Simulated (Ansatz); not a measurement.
**C₄H₄F₄: how energies converge with the basis set**

How large a basis does C₄H₄F₄ need? Two functionals are run in growing sets.

Program: Ansatz 0.2.0, Gaussian basis. Level of theory: one geometry, several basis sets. These are calculated values, not measurements.

Plan: PBE0-D4/def2-SVP; ωB97M-V/def2-SVP; PBE0-D4/def2-QZVPP; ωB97M-V/def2-QZVPP; the functionals' def2-TZVPP values are taken from earlier runs.

## Step 1: The geometry

All runs share one geometry, relaxed beforehand with PBE0-D4 in a triple-zeta def2 set.

SMILES `FC/C=C(/F)C(F)F`, 12 atoms, charge 0, spin multiplicity 1.

Atoms are counted from 1 here; the program's logs count them from 0.

Bond lengths: F1–C2 1.377 Å, C2–C3 1.484 Å, C2–H9 1.096 Å, C2–H10 1.096 Å, C3–C4 1.323 Å, C3–H11 1.087 Å, C4–F5 1.338 Å, C4–C6 1.496 Å, C6–F7 1.357 Å, C6–F8 1.356 Å, C6–H12 1.088 Å. Angles: F1–C2–C3 114.1°, F1–C2–H9 107.6°, F1–C2–H10 107.6°, C3–C2–H9 109.7°, C3–C2–H10 109.7°, H9–C2–H10 107.9°, C2–C3–C4 130.3°, C2–C3–H11 113.7°, C4–C3–H11 115.9°, C3–C4–F5 119.1°, C3–C4–C6 129.5°, F5–C4–C6 111.4°, C4–C6–F7 109.4°, C4–C6–F8 109.3°, C4–C6–H12 112.8°, F7–C6–F8 107.1°, F7–C6–H12 109.1°, F8–C6–H12 109.1°.

## Step 2: PBE0-D4 in def2-SVP

File in.yaml:

```yaml
crystal:
  periodic: [false, false, false]
  atoms:
    - {symbol: F, position_ang: [-0.356797, -0.396021, -1.875388]}
    - {symbol: C, position_ang: [-0.970004, -1.108932, -0.869136]}
    - {symbol: C, position_ang: [-0.581022, -0.683740, 0.498873]}
    - {symbol: C, position_ang: [0.252562, 0.262896, 0.896714]}
    - {symbol: F, position_ang: [0.437750, 0.457692, 2.207374]}
    - {symbol: C, position_ang: [1.073352, 1.213001, 0.083040]}
    - {symbol: F, position_ang: [0.732753, 2.487243, 0.400625]}
    - {symbol: F, position_ang: [2.383377, 1.060234, 0.399765]}
    - {symbol: H, position_ang: [-2.053094, -0.998296, -0.996321]}
    - {symbol: H, position_ang: [-0.720846, -2.166710, -1.012290]}
    - {symbol: H, position_ang: [-1.068222, -1.250299, 1.288416]}
    - {symbol: H, position_ang: [0.946990, 1.067733, -0.987571]}
basis:
  gaussian: {orbitals: def2-SVP}
hamiltonian: {xc: pbe0, dispersion: d4}
output: {orbitals: {seedname: orbitals}}
```

On the command line:

```
$ ansatz run in.yaml --threads 8 --pin off --events-out ev --progress --plain --max-ram 18278MiB
```

Further steps of the session: ωB97M-V in def2-SVP; PBE0-D4 in def2-QZVPP; ωB97M-V in def2-QZVPP.

Before running them: what should the planned runs give, taken together? Wanted: PBE0-D4: double and triple zeta above quadruple; ωB97M-V: double and triple zeta above quadruple.

As calculated:

| quantity | value |
| --- | --- |
| PBE0-D4: double and triple zeta above quadruple | 18.71, 0.77 eV |
| ωB97M-V: double and triple zeta above quadruple | 19.13, 0.73 eV |

What this shows: For PBE0-D4 the step from double to triple zeta gains 17.94 eV and the next only 0.77 eV. These are total energies; as a rule much of such shifts cancels in differences, which this series doesn't test.
